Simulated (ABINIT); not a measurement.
# Ta3N (P-3m1) in ABINIT: single point with PBEsol

Aim: the single point of Ta3N with PBEsol.

Everything below comes from runs of ABINIT 10.8.3 (patched build). Logs are shortened: lines on timing, memory, paths and dates and some standing lists are left out, and cuts for length are marked. The log counts tension as positive stress, the text compression.

### Step 1. The structure

Symmetry: P-3m1, No. 164, trigonal system. Conventional cell: a = 3.032 Å, b = 3.032 Å, c = 7.524 Å, α = 90.00°, β = 90.00°, γ = 120.00°. Ta (site symmetry 3m) has 3 N at 2.19 Å as nearest neighbours. Ta (site symmetry -3m) has 12 Ta at 3.01 to 3.03 Å as nearest neighbours. Around N (site symmetry -3m) lie 6 Ta at 2.19 Å.

The cell comes from a database or a generator and needn't be the stable form of this composition.

### Step 2. Single point, PBEsol

File run.abi:

```
# Pseudopotentials
pp_dirpath "./"
pseudos "Ta.GGA_PBE-JTH.xml, N.GGA_PBE-JTH.xml"

# Structure
acell 3*1.0
rprim
     5.7300728857     0.0000000000     0.0000000000
    -2.8650364429     4.9623886845     0.0000000000
     0.0000000000     0.0000000000    14.2185582542
ntypat 2
znucl 73 7
natom 4
typat 1 1 1 2
xred
     0.6666666667     0.3333333333     0.8260700000
     0.3333333333     0.6666666667     0.1739300000
     0.0000000000     0.0000000000     0.5000000000
     0.0000000000     0.0000000000     0.0000000000

# Plane-wave basis
ecut 22.0
pawecutdg 44.0
pawxcdev 0

# k points
kptopt 1
ngkpt 8 8 3
nshiftk 1
shiftk 0.0 0.0 0.0

# Exchange and correlation
ixc -116133

# Bands and occupations
nband 27
occopt 3
tsmear 0.05 eV

# SCF cycle
nstep 100
tolvrs 1.0e-9

# Output
iomode 3
prtwf 0
prtden 0
prteig 0
prtebands 0
enunit 1
```

Potentials or basis: JTH PAW PBE v2.0.

The run is started by

```sh
abinit run.abi > log 2>&1
```

run.abo:

```text
.Version 10.8.3 of ABINIT
 Symmetries : space group P-3 m 1 (#164); Bravais hP (primitive hexag.)
================================================================================
 Values of the parameters that define the memory need of the present run
     intxc =       0    ionmov =       0      iscf =      17    lmnmax =      18
     lnmax =       6     mgfft =      64  mpssoang =       3    mqgrid =    4246
     natom =       4  nloc_mem =       2    nspden =       1   nspinor =       1
    nsppol =       1      nsym =      12    n1xccc =       1    ntypat =       2
    occopt =       3   xclevel =       2
       mpw =        2012          nfft =       46656          nkpt =          25
 PAW method is used; the additional fine FFT grid is defined by:
   mgfftf=        90    nfftf =    116640
================================================================================
================================================================================

--------------------------------------------------------------------------------
------------- Echo of variables that govern the present computation ------------
--------------------------------------------------------------------------------
 -outvars: echo values of preprocessed input variables --------
            acell      1.0000000000E+00  1.0000000000E+00  1.0000000000E+00 Bohr
              amu      1.80947900E+02  1.40067400E+01
             ecut      2.20000000E+01 Hartree
           enunit           1
              ixc     -116133
         kptrlatt        8    0    0      0    8    0      0    0    3
          kptrlen      4.26556748E+01
            natom           4
            nband          27
            ngfft          27      27      64
          ngfftdg          36      36      90
             nkpt          25
            nstep         100
             nsym          12
           ntypat           2
           occopt           3
        pawecutdg      4.40000000E+01 Hartree
         pawxcdev           0
           prtden           0
        prtebands           0
           prteig           0
            prtwf           0
            rprim      5.7300728857E+00  0.0000000000E+00  0.0000000000E+00
                      -2.8650364429E+00  4.9623886845E+00  0.0000000000E+00
                       0.0000000000E+00  0.0000000000E+00  1.4218558254E+01
          spgroup         164
           tolvrs      1.00000000E-09
           tsmear      1.83746611E-03 Hartree
            typat      1  1  1  2
           useylm           1
           xangst      1.5161119929E+00  8.7532766723E-01  6.2154638474E+00
                      -1.7639219584E-11  1.7506553345E+00  1.3086731475E+00
                       0.0000000000E+00  0.0000000000E+00  3.7620684975E+00
                       0.0000000000E+00  0.0000000000E+00  0.0000000000E+00
            xcart      2.8650364428E+00  1.6541295615E+00  1.1745524417E+01
                      -3.3333294089E-11  3.3082591230E+00  2.4730338372E+00
                       0.0000000000E+00  0.0000000000E+00  7.1092791271E+00
                       0.0000000000E+00  0.0000000000E+00  0.0000000000E+00
             xred      6.6666666667E-01  3.3333333333E-01  8.2607000000E-01
                       3.3333333333E-01  6.6666666667E-01  1.7393000000E-01
                       0.0000000000E+00  0.0000000000E+00  5.0000000000E-01
                       0.0000000000E+00  0.0000000000E+00  0.0000000000E+00
            znucl       73.00000    7.00000

================================================================================

 chkinp: Checking input parameters for consistency.

================================================================================
== DATASET  1 ==================================================================

--- !DatasetInfo
iteration_state: {dtset: 1, }
dimensions: {natom: 4, nkpt: 25, mband: 27, nsppol: 1, nspinor: 1, nspden: 1, mpw: 2012, }
cutoff_energies: {ecut:  22.0, pawecutdg:  44.0, }
electrons: {nelect:   4.40000000E+01, charge:   0.00000000E+00, occopt:   3.00000000E+00, tsmear:   1.83746611E-03, }
meta: {optdriver: 0, ionmov: 0, optcell: 0, iscf: 17, paral_kgb: 0, }
...

 Real(R)+Recip(G) space primitive vectors, cartesian coordinates (Bohr,Bohr^-1):
 R(1)=  5.7300729  0.0000000  0.0000000  G(1)=  0.1745179  0.1007579  0.0000000
 R(2)= -2.8650364  4.9623887  0.0000000  G(2)=  0.0000000  0.2015159  0.0000000
 R(3)=  0.0000000  0.0000000 14.2185583  G(3)=  0.0000000  0.0000000  0.0703306
 Unit cell volume ucvol=  4.0430255E+02 bohr^3
 Angles (23,13,12)=  9.00000000E+01  9.00000000E+01  1.20000000E+02 degrees

 Coarse grid specifications (used for wave-functions):

[... 81 lines left out ...]
- [  0.00000000E+00,   0.00000000E+00,   3.04123761E-04, ]
pressure_GPa:  -9.0319E+00
xred      :
- [  6.6667E-01,   3.3333E-01,   8.2607E-01, Ta]
- [  3.3333E-01,   6.6667E-01,   1.7393E-01, Ta]
- [  0.0000E+00,   0.0000E+00,   5.0000E-01, Ta]
- [  0.0000E+00,   0.0000E+00,   0.0000E+00,  N]
cartesian_forces: # hartree/bohr
- [  3.75931724E-28,   2.17044282E-28,   7.67809604E-03, ]
- [ -3.75931724E-28,  -2.17044282E-28,  -7.67809604E-03, ]
- [ -0.00000000E+00,  -0.00000000E+00,  -0.00000000E+00, ]
- [ -0.00000000E+00,  -0.00000000E+00,  -0.00000000E+00, ]
force_length_stats: {min:   0.00000000E+00, max:   7.67809604E-03, mean:   3.83904802E-03, }
...

 Integrated electronic density in atomic spheres:
 ------------------------------------------------
 Atom  Sphere_radius  Integrated_density
    1        2.41973         10.65266728
    2        2.41973         10.65266728
    3        2.41973         10.47084199
    4        1.20497          2.57382852

================================================================================

 ----iterations are completed or convergence reached----

 Mean square residual over all n,k,spin=   70.445E-08; max=  17.681E-05
 reduced coordinates (array xred) for    4 atoms
       0.666666666667      0.333333333333      0.826070000000
       0.333333333333      0.666666666667      0.173930000000
       0.000000000000      0.000000000000      0.500000000000
       0.000000000000      0.000000000000      0.000000000000
 rms dE/dt=  4.4569E-02; max dE/dt=  1.0917E-01; dE/dt below (all hartree)
    1      -0.000000000000      0.000000000000     -0.109171455821
    2       0.000000000000      0.000000000000      0.109171455821
    3       0.000000000000      0.000000000000      0.000000000000
    4       0.000000000000      0.000000000000      0.000000000000

 cartesian coordinates (angstrom) at end:
    1      1.51611199292545     0.87532766723294     6.21546384738937
    2     -0.00000000001764     1.75065533446588     1.30867314752555
    3      0.00000000000000     0.00000000000000     3.76206849745746
    4      0.00000000000000     0.00000000000000     0.00000000000000

 cartesian forces (hartree/bohr) at end:
    1      0.00000000000000     0.00000000000000     0.00767809603963
    2     -0.00000000000000    -0.00000000000000    -0.00767809603963
    3     -0.00000000000000    -0.00000000000000    -0.00000000000000
    4     -0.00000000000000    -0.00000000000000    -0.00000000000000
 frms,max,avg= 3.1345696E-03 7.6780960E-03   0.000E+00  0.000E+00  0.000E+00 h/b

 cartesian forces (eV/Angstrom) at end:
    1      0.00000000000000     0.00000000000000     0.39482357290746
    2     -0.00000000000000    -0.00000000000000    -0.39482357290746
    3     -0.00000000000000    -0.00000000000000    -0.00000000000000
    4     -0.00000000000000    -0.00000000000000    -0.00000000000000
 frms,max,avg= 1.6118605E-01 3.9482357E-01   0.000E+00  0.000E+00  0.000E+00 e/A
 length scales=  1.000000000000  1.000000000000  1.000000000000 bohr
              =  0.529177210544  0.529177210544  0.529177210544 angstroms
 Fermi (or HOMO) energy (eV) =   2.67737   Average Vxc (eV)= -12.76418
 Eigenvalues (   eV  ) for nkpt=  25  k points:
 kpt#   1, nband= 27, wtk=  0.00521, kpt=  0.0000  0.0000  0.0000 (reduced coord)
 -65.66879  -65.64254  -65.06986  -32.46617  -32.17198  -31.85103  -31.85103  -31.82155
 -31.82155  -31.36147  -31.19236  -31.19236  -14.36926   -5.86642   -4.07409   -2.74912
  -2.74912   -0.88488    1.28929    2.17252    2.17252    2.35504    2.94236    2.94236
   3.61125    4.51144    4.52811
 prteigrs : prtvol=0 or 1, do not print more k-points.

--- !EnergyTerms
iteration_state     : {dtset: 1, }
comment             : Components of total free energy in Hartree
kinetic             :  2.37527635958183E+01
hartree             :  2.67133753474340E+01
xc                  : -2.69579817264052E+01
Ewald energy        : -1.55605177451249E+02
psp_core            :  2.54465631858877E+01
local_psp           : -3.27669643003072E+01
PAW spherical_terms : -4.77420090554373E+01
internal            : -1.87159430404259E+02
'-kT*entropy'       : -7.07276877379209E-04
total_energy        : -1.87160137681136E+02
total_energy_eV     : -5.09288679629239E+03
...

--- !EnergyTermsDC
iteration_state     : {dtset: 1, }
comment             : '"Double-counting" decomposition of free energy'
band_energy         : -3.72434502029169E+01
Ewald energy        : -1.55605177451249E+02
psp_core            :  2.54465631858877E+01
xc_dc               : -3.83898720815120E+01
PAW spherical_terms :  1.86325063588177E+01
internal            : -1.87159430190973E+02
'-kT*entropy'       : -7.07276877379209E-04
total_energy_dc     : -1.87160137467850E+02
total_energy_dc_eV  : -5.09288679048857E+03
...

--- !EnergyTermsWithPAWCore
iteration_state     : {dtset: 1, }
comment             : 'Components of total free energy, including PAW core contributions'
Total energy        : -4.68556391701439E+04
Total energy DC     : -4.68556391699306E+04
Total energy (eV)   : -1.27500689526110E+06
Total energy DC (eV): -1.27500689525530E+06
...

 Cartesian components of stress tensor (hartree/bohr^3)
  sigma(1 1)=  3.08420182E-04  sigma(3 2)=  0.00000000E+00
  sigma(2 2)=  3.08420184E-04  sigma(3 1)=  0.00000000E+00
  sigma(3 3)=  3.04123761E-04  sigma(2 1)=  6.37267793E-13

-Cartesian components of stress tensor (GPa)         [Pressure= -9.0319E+00 GPa]
- sigma(1 1)=  9.07403504E+00  sigma(3 2)=  0.00000000E+00
- sigma(2 2)=  9.07403508E+00  sigma(3 1)=  0.00000000E+00
- sigma(3 3)=  8.94762996E+00  sigma(2 1)=  1.87490658E-08

== END DATASET(S) ==============================================================
================================================================================

 -outvars: echo values of variables after computation  --------
            acell      1.0000000000E+00  1.0000000000E+00  1.0000000000E+00 Bohr
           etotal     -1.8716013747E+02
            fcart      3.7593172399E-28  2.1704428205E-28  7.6780960396E-03
                      -3.7593172399E-28 -2.1704428205E-28 -7.6780960396E-03
                      -0.0000000000E+00 -0.0000000000E+00 -0.0000000000E+00
                      -0.0000000000E+00 -0.0000000000E+00 -0.0000000000E+00
            rprim      5.7300728857E+00  0.0000000000E+00  0.0000000000E+00
                      -2.8650364429E+00  4.9623886845E+00  0.0000000000E+00
                       0.0000000000E+00  0.0000000000E+00  1.4218558254E+01
           strten      3.0842018228E-04  3.0842018363E-04  3.0412376072E-04
                       0.0000000000E+00  0.0000000000E+00  6.3726779264E-13
           xangst      1.5161119929E+00  8.7532766723E-01  6.2154638474E+00
                      -1.7639219584E-11  1.7506553345E+00  1.3086731475E+00
                       0.0000000000E+00  0.0000000000E+00  3.7620684975E+00
                       0.0000000000E+00  0.0000000000E+00  0.0000000000E+00
             xred      6.6666666667E-01  3.3333333333E-01  8.2607000000E-01
                       3.3333333333E-01  6.6666666667E-01  1.7393000000E-01
                       0.0000000000E+00  0.0000000000E+00  5.0000000000E-01
                       0.0000000000E+00  0.0000000000E+00  0.0000000000E+00
 Calculation completed.
```

Wall time 1.8 min (1 thread of Arm Neoverse V1, shared host); peak memory 0.16 GiB.

What came out:

```yaml
Free_energy: -5092.8868 eV
Largest_force: 0.395 eV/Å
Band_gap_on_the_k_mesh: none (metal or under the smearing width)
Valence_electrons_inside_the_program's_atomic_spheres: Ta 10.65, 10.47; N 2.57
```

Forces on the atoms (eV/Å):
```
Ta   0.000  0.000  0.395
Ta   0.000  0.000 -0.395
Ta   0.000  0.000  0.000
N    0.000  0.000  0.000
```

Caveat: the cutoff is too short for stress, so the log's stress isn't used; the PAW data sets were made with another functional, which shifts forces and pressure a little. The run has no spin-orbit coupling, so splittings on Ta are missing.
